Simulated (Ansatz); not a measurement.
# C2H3NSe: the cost of one run

Method: the settings change from run to run; program: Ansatz 0.2.0, Gaussian basis.

## 1. The molecule

An earlier PBE0-D4 in a triple-zeta def2 set relaxation fixed the geometry.

SMILES `C[Se]C#N`, 7 atoms, charge 0, spin multiplicity 1.

Atoms are counted from 1 here; the program's logs count them from 0.

Bond lengths: C1–Se2 1.949 Å, C1–H5 1.087 Å, C1–H6 1.089 Å, C1–H7 1.087 Å, Se2–C3 1.829 Å, C3–N4 1.155 Å. Angles: Se2–C1–H5 109.7°, Se2–C1–H6 105.3°, Se2–C1–H7 109.7°, H5–C1–H6 110.2°, H5–C1–H7 111.5°, H6–C1–H7 110.2°, C1–Se2–C3 96.5°, Se2–C3–N4 178.7°.

## 2. B2GP-PLYP/def2-mTZVPP

Set apart from the defaults: charge +1, multiplicity 2, density fitting with cc-pVTZ-jkfit.

in.yaml

```yaml
crystal:
  periodic: [false, false, false]
  atoms:
    - {symbol: C, position_ang: [-0.645385, 0.741782, -0.239941]}
    - {symbol: Se, position_ang: [0.723142, 0.345525, 1.090100]}
    - {symbol: C, position_ang: [1.173417, -1.303941, 0.440303]}
    - {symbol: N, position_ang: [1.474844, -2.347472, 0.048744]}
    - {symbol: H, position_ang: [-0.199220, 0.760775, -1.230568]}
    - {symbol: H, position_ang: [-1.023135, 1.729549, 0.021912]}
    - {symbol: H, position_ang: [-1.442362, 0.005881, -0.176349]}
basis:
  gaussian: {orbitals: def2-mTZVPP, fitting: {mean_field: cc-pVTZ-jkfit}}
total_charge: 1
magnetization: {spin_polarized: true, initial_magnetization: 1}
hamiltonian: {xc: {name: B2GP-PLYP}}
output: {forces: true}
```

Started as:

```bash
$ ansatz run in.yaml --threads 2 --pin off --events-out ev --progress --plain --max-ram 4352MiB
```

**Question.** How long does this run take on 2 threads of Arm Neoverse V2, shared host, and how much memory does it need?

About 8.5 s, with a peak of 0.28 GiB.
